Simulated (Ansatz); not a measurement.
**H₇NO₂Si₂: small, medium and large basis sets**

An exercise on one series of results from a longer session: the logs are not shown, and one member is left open.

The runs use Ansatz 0.2.0, Gaussian basis; one geometry, several basis sets.

Levels to be run: PBE0-D4/def2-SVP; ωB97M-V/def2-SVP; PBE0-D4/def2-QZVPP; ωB97M-V/def2-QZVPP; the functionals' def2-TZVPP values are taken from earlier runs.

## Structure used throughout

An earlier PBE0-D4 in a triple-zeta def2 set relaxation fixed the geometry.

SMILES `O[SiH2]N[SiH2]O`, 12 atoms, charge 0, spin multiplicity 1.

Atoms are counted from 1 here; the program's logs count them from 0.

Bond lengths: O1–Si2 1.646 Å, O1–H6 0.958 Å, Si2–N3 1.721 Å, Si2–H7 1.480 Å, Si2–H8 1.485 Å, N3–Si4 1.721 Å, N3–H9 1.013 Å, Si4–O5 1.646 Å, Si4–H10 1.485 Å, Si4–H11 1.480 Å, O5–H12 0.958 Å. Angles: Si2–O1–H6 117.8°, O1–Si2–N3 113.8°, O1–Si2–H7 102.9°, O1–Si2–H8 111.4°, N3–Si2–H7 111.1°, N3–Si2–H8 105.6°, H7–Si2–H8 112.2°, Si2–N3–Si4 130.0°, Si2–N3–H9 115.0°, Si4–N3–H9 115.0°, N3–Si4–O5 113.8°, N3–Si4–H10 105.5°, N3–Si4–H11 111.1°, O5–Si4–H10 111.5°, O5–Si4–H11 102.9°, H10–Si4–H11 112.2°, Si4–O5–H12 117.8°.

The first run:

The input, in.yaml:

```yaml
crystal:
  periodic: [false, false, false]
  atoms:
    - {symbol: O, position_ang: [-2.349935, -1.204854, 0.032626]}
    - {symbol: Si, position_ang: [-0.720935, -1.439483, 0.069223]}
    - {symbol: N, position_ang: [0.179975, -0.174283, -0.673009]}
    - {symbol: Si, position_ang: [1.329540, 0.912132, 0.006294]}
    - {symbol: O, position_ang: [0.877040, 2.492830, -0.075085]}
    - {symbol: H, position_ang: [-2.702629, -0.444434, 0.496476]}
    - {symbol: H, position_ang: [-0.553383, -2.713247, -0.665035]}
    - {symbol: H, position_ang: [-0.216071, -1.523395, 1.462869]}
    - {symbol: H, position_ang: [0.039383, -0.078444, -1.671493]}
    - {symbol: H, position_ang: [1.511732, 0.470797, 1.412104]}
    - {symbol: H, position_ang: [2.597887, 0.891465, -0.755681]}
    - {symbol: H, position_ang: [0.084495, 2.755620, 0.394608]}
basis:
  gaussian: {orbitals: def2-SVP}
hamiltonian: {xc: pbe0, dispersion: d4}
output: {orbitals: {seedname: orbitals}}
```

Among the steps run: PBE0-D4 in def2-SVP; ωB97M-V in def2-SVP; PBE0-D4 in def2-QZVPP; ωB97M-V in def2-QZVPP.

One of the session's tables, all rows but one given; the rest of the session is left out.

It belongs to the step «Functionals by basis». 

| functional | basis | HOMO (eV) | LUMO (eV) |
| --- | --- | --- | --- |
| PBE0-D4 | def2-SVP | -7.87 | 0.99 |
| PBE0-D4 | def2-TZVPP | ? | ? |
| PBE0-D4 | def2-QZVPP | -8.06 | -0.16 |
| ωB97M-V | def2-SVP | -10.19 | 2.70 |
| ωB97M-V | def2-TZVPP | -10.38 | 1.60 |
| ωB97M-V | def2-QZVPP | -10.42 | 1.04 |

Estimate the missing values for PBE0-D4, def2-TZVPP.

The run gave: HOMO (eV): -8.03; LUMO (eV): 0.16. In the column «HOMO (eV)» it lies between PBE0-D4, def2-QZVPP (-8.06) and PBE0-D4, def2-SVP (-7.87).
